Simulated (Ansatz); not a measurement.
GdO:

```
Gd O
1.0
     0.00000    2.70000    2.70000
     2.70000    0.00000    2.70000
     2.70000    2.70000    0.00000
Gd O
1 1
Direct
  0.00000 0.00000 0.00000
  0.75000 0.75000 0.75000
```

Base run:

| Item | Value |
| --- | --- |
| Program | Ansatz 0.2.0 |
| Functional | PBE0 form with a typed share of exact exchange |
| Potentials or basis | Ansatz PAW |
| Cutoff | 420 eV (not typed: the program's choice for these potentials) |
| k mesh | 5 × 5 × 5 |
| Occupations | fermi-dirac, width 0.05 eV |
| Spin | collinear spin, ferromagnetic start |
| Starting moments | [7.0, 0.0] μB |

Its results: band gap on the k mesh 1.82 eV, indirect (least direct gap 4.04 eV); pressure -3.5 GPa; net moment 8.00 μB per cell; site moments Gd +7.05; O +0.05 μB.

Question: The run is repeated on the same cell with these changes: share of exact exchange from 0.5 to 0. What comes out?

Answer: Band gap on the k mesh none (metal or under the smearing width); pressure -0.7 GPa; net moment 7.56 μB per cell; site moments Gd +6.83; O -0.00 μB.

Caveats: some runs use coarse meshes; the magnetic or orbital state may not be the lowest; spin-orbit coupling is left out, which moves the levels of the heavy elements; a cell with one magnetic atom can't hold antiferromagnetic order, which such compounds often take; odd divisions of the mesh miss points on the zone boundary, where band edges often lie, so the gap on the mesh can be too wide (some runs); the PAW data sets come from PBE, with cores solved anew for the run's functional, which leaves a small shift of forces and pressure (some runs); the thresholds are loose for stress (some runs); the PAW data sets were made with another functional, which shifts forces and pressure a little (some runs).

A k mesh can miss the band edges.
